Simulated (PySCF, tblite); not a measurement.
# ClH4PSi2, a cluster model of a defect: NMR shifts, core binding energies and electronic excitations, part 2 of 2

tblite 0.8.0 and PySCF 2.14.0. Atoms count from 0, parts from 1. Earlier steps stand in the parts before.

## 5. Core-electron binding energies: SCAN, X2C

What the job is given:

```
{"job": {"kind": "xps", "holes": 5}, "charge": 0, "multiplicity": 1}
Si     2.338117     0.563625    -0.381798
Cl     2.363491    -1.270755     0.665591
P      0.366893     1.318855     0.418953
Si    -1.020897    -0.422925     0.036754
H      0.040703     2.155274    -0.690168
H     -0.626645    -1.262327    -1.134414
H     -2.377276     0.150669    -0.209287
H     -1.037000    -1.260027     1.267324
```

Level: delta-SCF UKS SCAN, pcX-2 on the ionised atom, pcseg-1 elsewhere, spin-free X2C.

What it wrote:

```text
ground state, core basis on atom 0 (Si), 134 functions
  cycle   1  E = -1386.13194023  |g| = 3.39e-01
  cycle   2  E = -1385.99505627  |g| = 6.89e-01
  cycle   3  E = -1386.16899371  |g| = 8.65e-02
  cycle   4  E = -1386.17143240  |g| = 4.58e-02
  cycle   5  E = -1386.17227863  |g| = 1.39e-02
  cycle   6  E = -1386.17234471  |g| = 4.57e-03
  cycle   7  E = -1386.17235480  |g| = 1.03e-03
  cycle   8  E = -1386.17235508  |g| = 3.78e-04
  E(ground) = -1386.21822085 Eh
hole in Si 2p of atom 0
  cycle   1  E = -1381.84856882  |g| = 1.22e+00
  cycle   2  E = -1380.41318908  |g| = 1.70e+00
  cycle   3  E = -1381.77927734  |g| = 6.39e-01
  cycle   4  E = -1382.02539598  |g| = 4.35e-01
  cycle   5  E = -1382.14005407  |g| = 2.37e-01
  cycle   6  E = -1382.17478630  |g| = 1.28e-01
  cycle   7  E = -1382.18983688  |g| = 3.22e-02
  cycle   8  E = -1382.19069420  |g| = 1.06e-02
  cycle   9  E = -1382.19085865  |g| = 6.00e-03
  cycle  10  E = -1382.19095224  |g| = 5.05e-03
  cycle  11  E = -1382.19103188  |g| = 4.63e-03
  cycle  12  E = -1382.19121585  |g| = 4.45e-03
  cycle  13  E = -1382.19130987  |g| = 2.99e-03
  cycle  14  E = -1382.19134552  |g| = 1.56e-03
  cycle  15  E = -1382.19135246  |g| = 1.02e-03
  cycle  16  E = -1382.19135614  |g| = 5.31e-04
  cycle  17  E = -1382.19135538  |g| = 3.53e-04
  E(ion) = -1382.24786277 Eh   <S^2> = 0.9597   hole on atom = 1.003   binding energy = 108.039 eV
  2p3/2 = 107.725 eV   2p1/2 = 108.363 eV
ground state, core basis on atom 1 (Cl), 134 functions
  cycle   1  E = -1386.26298581  |g| = 4.85e-01
  cycle   2  E = -1386.26289168  |g| = 4.85e-02
  cycle   3  E = -1386.26175630  |g| = 6.35e-02
  cycle   4  E = -1386.26323436  |g| = 1.83e-02
  cycle   5  E = -1386.26337152  |g| = 3.31e-03
  cycle   6  E = -1386.26337547  |g| = 6.83e-04
  cycle   7  E = -1386.26337470  |g| = 2.45e-04
  E(ground) = -1386.33378140 Eh
hole in Cl 2p of atom 1
  cycle   1  E = -1378.19223293  |g| = 1.70e+00
  cycle   2  E = -1377.96426265  |g| = 1.37e+00
  cycle   3  E = -1378.48790143  |g| = 4.46e-01
  cycle   4  E = -1378.52371440  |g| = 3.97e-01
  cycle   5  E = -1378.66460187  |g| = 9.78e-02
  cycle   6  E = -1378.67243033  |g| = 3.24e-02
  cycle   7  E = -1378.67337099  |g| = 8.40e-03
  cycle   8  E = -1378.67342806  |g| = 2.04e-03
  cycle   9  E = -1378.67343127  |g| = 7.15e-04
  cycle  10  E = -1378.67343159  |g| = 2.84e-04
  E(ion) = -1378.75371525 Eh   <S^2> = 0.7528   hole on atom = 1.001   binding energy = 206.264 eV
  2p3/2 = 205.688 eV   2p1/2 = 207.342 eV
ground state, core basis on atom 2 (P), 134 functions
  cycle   1  E = -1386.18907725  |g| = 3.40e-01
  cycle   2  E = -1386.18796234  |g| = 6.58e-02
  cycle   3  E = -1386.18304415  |g| = 1.30e-01
  cycle   4  E = -1386.18965980  |g| = 9.69e-03
  cycle   5  E = -1386.18968944  |g| = 3.25e-03
  cycle   6  E = -1386.18969441  |g| = 6.28e-04
  cycle   7  E = -1386.18969494  |g| = 3.15e-04
  E(ground) = -1386.24781820 Eh
hole in P 2p of atom 2
  cycle   1  E = -1380.75926905  |g| = 1.39e+00
  cycle   2  E = -1380.30580141  |g| = 1.41e+00
  cycle   3  E = -1381.03960970  |g| = 4.04e-01
  cycle   4  E = -1381.15044159  |g| = 1.75e-01
  cycle   5  E = -1381.16818767  |g| = 8.80e-02
  cycle   6  E = -1381.17378201  |g| = 2.29e-02
  cycle   7  E = -1381.17410613  |g| = 1.01e-02
  cycle   8  E = -1381.17417412  |g| = 1.44e-03
  cycle   9  E = -1381.17417383  |g| = 8.53e-04
  cycle  10  E = -1381.17417460  |g| = 3.61e-04
  E(ion) = -1381.24266369 Eh   <S^2> = 0.7553   hole on atom = 1.002   binding energy = 136.197 eV
  2p3/2 = 135.943 eV   2p1/2 = 136.832 eV
ground state, core basis on atom 3 (Si), 134 functions
  cycle   1  E = -1386.16860965  |g| = 2.89e-01
  cycle   2  E = -1386.16681515  |g| = 8.05e-02
  cycle   3  E = -1386.16254830  |g| = 1.24e-01
  cycle   4  E = -1386.16931602  |g| = 9.77e-03
  cycle   5  E = -1386.16933810  |g| = 2.66e-03
  cycle   6  E = -1386.16934539  |g| = 6.36e-04
  cycle   7  E = -1386.16933934  |g| = 3.51e-04
  E(ground) = -1386.21557396 Eh
hole in Si 2p of atom 3
  cycle   1  E = -1381.87819076  |g| = 1.23e+00
  cycle   2  E = -1381.12680323  |g| = 1.42e+00
  cycle   3  E = -1382.04586254  |g| = 4.21e-01
  cycle   4  E = -1382.19078790  |g| = 1.71e-01
  cycle   5  E = -1382.20741610  |g| = 1.01e-01
  cycle   6  E = -1382.21499148  |g| = 1.98e-02
  cycle   7  E = -1382.21526783  |g| = 6.83e-03
  cycle   8  E = -1382.21530215  |g| = 2.87e-03
  cycle   9  E = -1382.21531003  |g| = 1.12e-03
  cycle  10  E = -1382.21531274  |g| = 6.03e-04
  cycle  11  E = -1382.21531346  |g| = 4.36e-04
  E(ion) = -1382.27319769 Eh   <S^2> = 0.7542   hole on atom = 1.002   binding energy = 107.278 eV
  2p3/2 = 107.046 eV   2p1/2 = 107.670 eV
```

Run time: 22 s. Hardware: 1 thread of Arm Neoverse V1, shared host; peak memory 0.5 GiB.

Binding energies by hole, beside the orbital energy of the ground state; the difference holds orbital relaxation and, for a density functional, its self-interaction error:

```csv
hole,stands for,environment,ΔSCF (eV; 2p as the shell's mean),−ε (eV),⟨S²⟩
Si2p on Si0,Si0,"silicon bonded to Cl, P",107.94 (doubtful),97.6,0.960
Cl2p on Cl1,Cl1,chlorine bonded to Si,206.24,193.6,0.753
P2p on P2,P2,"phosphorus bonded to 2 Si, H",136.24,125.9,0.755
Si2p on Si3,Si3,"silicon bonded to P, 3 H",107.25,96.8,0.754
```

Doubtful: the ion did not converge, its hole moved, or its ⟨S²⟩ is well above 0.75.

With the spin-orbit splitting: Cl1 2p3/2 205.69, 2p1/2 207.34 eV; P2 2p3/2 135.94, 2p1/2 136.83 eV; Si3 2p3/2 107.05, 2p1/2 107.67 eV. The table gives each 2p level as the mean over the whole 2p shell (two parts 2p3/2, one part 2p1/2), which differs a little from the single hole in the log.

## 6. Ultraviolet spectrum: CAM-B3LYP/def2-SVPD

The job, as its differences from that of step 5:

```diff
@@ -1,2 +1,2 @@
-{"job": {"kind": "xps", "holes": 5}, "charge": 0, "multiplicity": 1}
+{"job": {"kind": "uv", "xc": "CAM-B3LYP", "basis": "def2-SVPD", "nstates": 6, "ntriplets": 2, "ip": true}, "charge": 0, "multiplicity": 1}
 Si     2.338117     0.563625    -0.381798
```

Level: TDDFT CAM-B3LYP/def2-SVPD, vertical, gas phase, core orbitals frozen in the response.

What it wrote:

```text
coarse grid: 8976 points
cycle   1  E = -1382.3661946544  dE = -4.464e-02  |g| = 3.088e-01  |ddm| = 2.864e+00
cycle   2  E = -1382.3732953444  dE = -7.101e-03  |g| = 3.054e-01  |ddm| = 9.166e-01
cycle   3  E = -1382.4035775117  dE = -3.028e-02  |g| = 2.331e-02  |ddm| = 4.430e-01
cycle   4  E = -1382.4038508800  dE = -2.734e-04  |g| = 9.783e-03  |ddm| = 7.499e-02
cycle   5  E = -1382.4038991927  dE = -4.831e-05  |g| = 2.475e-03  |ddm| = 2.421e-02
cycle   6  E = -1382.4039036610  dE = -4.468e-06  |g| = 7.020e-04  |ddm| = 8.259e-03
final grid: 69016 points
cycle   7  E = -1382.5602599437  dE = -3.544e-06  |g| = 1.149e-03  |ddm| = 1.473e-02
cycle   8  E = -1382.5602600981  dE = -1.544e-07  |g| = 1.021e-03  |ddm| = 3.332e-03
cycle   9  E = -1382.5602604077  dE = -3.097e-07  |g| = 7.805e-05  |ddm| = 1.489e-03
cycle  10  E = -1382.5602604150  dE = -7.254e-09  |g| = 3.692e-05  |ddm| = 3.156e-04
cycle  11  E = -1382.5602604163  dE = -1.355e-09  |g| = 1.453e-05  |ddm| = 1.363e-04
cycle  12  E = -1382.5602604165  dE = -1.951e-10  |g| = 4.645e-06  |ddm| = 5.285e-05
converged SCF energy = -1382.5602604165

Static polarisability (au): isotropic 102.355, principal 80.790 102.645 123.630

Singlet excitations
state   eV       nm        f      main configurations
  1   2.6896    461.0   0.00930   H->L 0.97
  2   4.4153    280.8   0.03316   H-1->L 0.91
  3   5.0567    245.2   0.05804   H->L+1 0.87
  4   5.5505    223.4   0.00289   H-2->L 0.90
  5   5.7754    214.7   0.13111   H->L+2 0.83
  6   5.9789    207.4   0.00365   H-3->L 0.65

Triplet excitations (Tamm-Dancoff, eV): 1.6726 3.5804
Vertical ionisation energy (delta-SCF) = 8.6100 eV
Vertical electron affinity (delta-SCF) = 1.1675 eV
```

Wall time 28 s (1 thread of Arm Neoverse V1, shared host); peak memory 0.61 GiB.

Frontier orbitals and where they lie:

```csv
orbital,eV,atoms
HOMO−3,-10.97,"Cl1 45 %, Si3 16 %, Si0 13 %"
HOMO−2,-10.77,"Cl1 59 %, P2 16 %, H4 8 %"
HOMO−1,-9.19,"P2 50 %, Si0 17 %, Si3 14 %"
HOMO,-7.89,"Si0 46 %, P2 32 %, Cl1 14 %"
LUMO,-1.77,"Si0 64 %, P2 15 %, Cl1 14 %"
LUMO+1,0.38,"Si0 39 %, Cl1 21 %, P2 17 %"
LUMO+2,0.87,"Si0 30 %, P2 29 %, Si3 15 %"
```

With each of the 6 states as a Gaussian band of 0.4 eV half-width at 1/e, the curve within the window shown has maxima at 461 nm (ε 380), 215 nm (ε 5,600) L/(mol cm). Beyond the last state computed it falls off for lack of states. The curve at chosen wavelengths:

(nm, ε (L/mol/cm)): (197, 1177), (213, 5542), (229, 3467), (244, 2707), (260, 2006), (276, 1607), (292, 1143), (308, 507), (323, 162), (339, 36), (355, 13), (371, 28), (387, 74), (402, 145), (418, 236), (434, 318), (450, 367), (466, 374), (481, 347), (497, 295), (513, 235), (529, 177), (545, 127), (560, 91), (576, 61), (592, 41)

Further results of this job:

```csv
property,computed
dipole moment (D),1.44
polarisability (Å³),15.17
HOMO–LUMO gap (eV),6.11
−ε(HOMO) (eV),7.89
```

## 7. What came out

What follows sums up all 2 parts.

| quantity | value |
| --- | --- |
| point group | C1 |
| rotational constants (main isotopes) | 3.52, 1.73, 1.27 GHz |
| $^{1}$H shifts against TMS (PBE0/pcSseg-2) | 4.50, 4.36, 4.24, 4.02 ppm |
| $^{29}$Si shifts against TMS (PBE0/pcSseg-2) | 585.8, -91.1 ppm |
| $^{35}$Cl shifts against HCl (PBE0/pcSseg-2) | 468 ppm |
| $^{31}$P shifts against H3PO4 (PBE0/pcSseg-2) | -68.9 ppm |
| surface potential, 1st and 99th percentile | -0.54 V and 1.63 V |
| Cl2p binding energies, SCAN/pcX-2 | Cl1 206.24 eV |
| P2p binding energies, SCAN/pcX-2 | P2 136.24 eV |
| Si2p binding energies, SCAN/pcX-2 (standing for 1 of 2 atoms) | Si3 107.25 eV |
| lowest singlet (CAM-B3LYP/def2-SVPD) | 2.69 eV (461 nm), f = 0.009 |
| brightest single state of those computed | state 5, 5.78 eV, f = 0.131 |
| lowest triplet | 1.67 eV |
| vertical ionisation energy (ΔSCF) | 8.61 eV |
| vertical electron affinity (ΔSCF) | 1.17 eV |

In words: Relaxing lowered the energy by 0.169 eV in 8 steps; the close pair that moved most is Si0–Cl1, from 2.036 to 2.112 Å (PBE0/def2-SVP). At PBE0/pcSseg-2: The widest tensor belongs to Si0: span 1371 ppm, with a paramagnetic part of -1119 ppm. By nearest atom (PBE0/pcSseg-2), the HOMO sits on Si0 48 %; P2 32 % and the LUMO on Si0 73 %; Cl1 9 %. The first singlet state (HOMO→LUMO 0.97) lies at 2.69 eV and is weak; of the 6 states computed, the strongest absorption comes from state 5 at 5.78 eV. The lowest triplet lies 1.02 eV below the lowest singlet (triplets in Tamm-Dancoff, singlets in full TDDFT). The orbital energy would give 7.89 eV for ionisation, ΔSCF gives 8.61 eV.
